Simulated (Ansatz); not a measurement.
# Cs2Br3: the cost of one run

Program: Ansatz 0.2.0. Level of theory: DFT PBE, scalar-relativistic, plane waves, PAW. These are calculated values, not measurements.

## 1. The system as given

The structure is trigonal, space group R-3c (No. 167). Conventional cell: a = 7.746 Å, b = 7.746 Å, c = 21.147 Å, α = 90.00°, β = 90.00°, γ = 120.00°. Around Cs (site symmetry 3) lie 6 Br at 3.02 to 3.21 Å. Br (site symmetry 2) has 4 Cs at 3.02 to 3.21 Å as nearest neighbours.

Structure file:

```cif
data_structure
_symmetry_space_group_name_H-M 'R-3c:H'
_symmetry_Int_Tables_number 167
_cell_length_a 7.7456
_cell_length_b 7.7456
_cell_length_c 21.1472
_cell_angle_alpha 90.000
_cell_angle_beta 90.000
_cell_angle_gamma 120.000
_cell_volume 1098.74
loop_
_atom_site_label
_atom_site_type_symbol
_atom_site_symmetry_multiplicity
_atom_site_Wyckoff_symbol
_atom_site_fract_x
_atom_site_fract_y
_atom_site_fract_z
_atom_site_occupancy
Cs1 Cs 12 c 0.00000 0.00000 0.35218 1
Br1 Br 18 e 0.30625 0.00000 0.25000 1
```

(A quick probe on a coarse mesh, which set the mesh and smearing, is not shown.)

## 3. Coarse relaxation

input.yaml

```yaml
crystal:
  lattice:
    - [3.8727971156, 2.2359604572, 7.0490723307]
    - [-3.8727971156, 2.2359604572, 7.0490723307]
    - [0.0, -4.4719209145, 7.0490723307]
  atoms:
    - { symbol: Cs, position: [0.85218, 0.85218, 0.85218] }
    - { symbol: Cs, position: [0.64782, 0.64782, 0.64782] }
    - { symbol: Cs, position: [0.14782, 0.14782, 0.14782] }
    - { symbol: Cs, position: [0.35218, 0.35218, 0.35218] }
    - { symbol: Br, position: [0.05625, 0.44375, 0.75] }
    - { symbol: Br, position: [0.75, 0.05625, 0.44375] }
    - { symbol: Br, position: [0.44375, 0.75, 0.05625] }
    - { symbol: Br, position: [0.94375, 0.55625, 0.25] }
    - { symbol: Br, position: [0.25, 0.94375, 0.55625] }
    - { symbol: Br, position: [0.55625, 0.25, 0.94375] }
basis:
  ecutwfc: 420
kpoints:
  mp_grid: { grid: [3, 3, 3] }
hamiltonian:
  xc: pbe
scf:
  occupations: { method: gaussian, width: 0.1 }
  lower_state_search: "off"
output:
  forces: true
  stress: true
  eigenvalues: true
relax:
  adjacent_minimum: "off"
  f_tol: 0.04
  max_steps: 70
  cell: { stress_tol: 0.4 }
```

Launch:

```
> ansatz run input.yaml --threads 1 --pin off --max-ram 2560MiB --backend cpu --events-out ev --progress --plain --runs-dir out
```

What time and memory should one allow on 1 thread of Intel Xeon Platinum 8375C at 2.90GHz (Ice Lake), shared host?

About 60 s, with a peak of 0.76 GiB.
